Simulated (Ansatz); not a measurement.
**CH6OSeSi: a ladder of functionals and wavefunction methods**

An exercise on one series of results from a longer session: the logs are not shown, and one member is left open.

Method: functionals in def2-TZVPP, the program's frozen cores in correlated methods; program: Ansatz 0.2.0, Gaussian basis.

Levels to be run: PBE-D4, r2SCAN-D4, PBE0-D4, B3LYP-D4, ωB97X-V, ωB97M-V, B2PLYP; CCSD(T)/def2-TZVPP; MP2/def2-QZVPP; extrapolation to the limit.

### The geometry

All runs share one geometry, relaxed beforehand with PBE0-D4 in a triple-zeta def2 set.

10 atoms, charge 0, spin multiplicity 1.

Atoms are counted from 1 here; the program's logs count them from 0.

Bond lengths: O1–C2 1.414 Å, O1–H5 0.960 Å, C2–Si3 1.886 Å, C2–H6 1.102 Å, C2–H7 1.100 Å, Si3–Se4 2.279 Å, Si3–H8 1.487 Å, Si3–H9 1.483 Å, Se4–H10 1.469 Å. Angles: C2–O1–H5 109.0°, O1–C2–Si3 109.1°, O1–C2–H6 112.0°, O1–C2–H7 112.2°, Si3–C2–H6 107.7°, Si3–C2–H7 108.7°, H6–C2–H7 107.0°, C2–Si3–Se4 113.5°, C2–Si3–H8 107.6°, C2–Si3–H9 110.2°, Se4–Si3–H8 110.0°, Se4–Si3–H9 105.1°, H8–Si3–H9 110.5°, Si3–Se4–H10 92.8°.

Set-up of the first run:

in.yaml

```yaml
crystal:
  periodic: [false, false, false]
  atoms:
    - {symbol: O, position_ang: [-1.454525, 1.109275, -0.237237]}
    - {symbol: C, position_ang: [-0.197381, 0.902475, 0.375197]}
    - {symbol: Si, position_ang: [0.194755, -0.942246, 0.369557]}
    - {symbol: Se, position_ang: [0.449357, -1.811468, -1.721365]}
    - {symbol: H, position_ang: [-1.622191, 2.052781, -0.294262]}
    - {symbol: H, position_ang: [-0.187217, 1.244547, 1.422305]}
    - {symbol: H, position_ang: [0.611383, 1.436424, -0.144438]}
    - {symbol: H, position_ang: [1.441228, -1.139326, 1.156393]}
    - {symbol: H, position_ang: [-0.925219, -1.705810, 0.971130]}
    - {symbol: H, position_ang: [1.772911, -1.197754, -1.894378]}
basis:
  gaussian: {orbitals: def2-TZVPP}
hamiltonian: {xc: pbe, dispersion: d4}
output: {forces: true, orbitals: {seedname: orbitals}}
```

The run is started by

```bash
$ ansatz run in.yaml --threads 4 --pin off --events-out ev --progress --plain --max-ram 10444MiB
```

Steps of the session up to this table: PBE-D4 (GGA); r2SCAN-D4 (meta-GGA); PBE0-D4 (hybrid); B3LYP-D4 (hybrid); ωB97X-V (range-separated); ωB97M-V (range-separated); B2PLYP (double hybrid); CCSD(T) in def2-TZVPP; MP2 in def2-QZVPP.

One of the session's tables, all rows but one given; the rest of the session is left out.

It belongs to the step «Atomisation energies». 

| method | atomisation energy (kcal/mol) |
| --- | --- |
| PBE-D4 | 792.2 |
| r2SCAN-D4 | 784.6 |
| PBE0-D4 | 779.8 |
| B3LYP-D4 | 781.5 |
| ωB97X-V | 787.2 |
| ωB97M-V | 783.8 |
| B2PLYP | 772.0 |
| HF/def2-TZVPP | 558.6 |
| MP2/def2-TZVPP | ? |
| CCSD/def2-TZVPP | 752.7 |
| CCSD(T)/def2-TZVPP | 763.8 |
| MP2/CBS | 793.8 |
| CCSD(T)/CBS | 787.1 |

**Question.** Estimate the row for MP2/def2-TZVPP.

The run gave: atomisation energy (kcal/mol): 770.5. In the column «atomisation energy (kcal/mol)» it lies between CCSD(T)/def2-TZVPP (763.8) and B2PLYP (772.0).
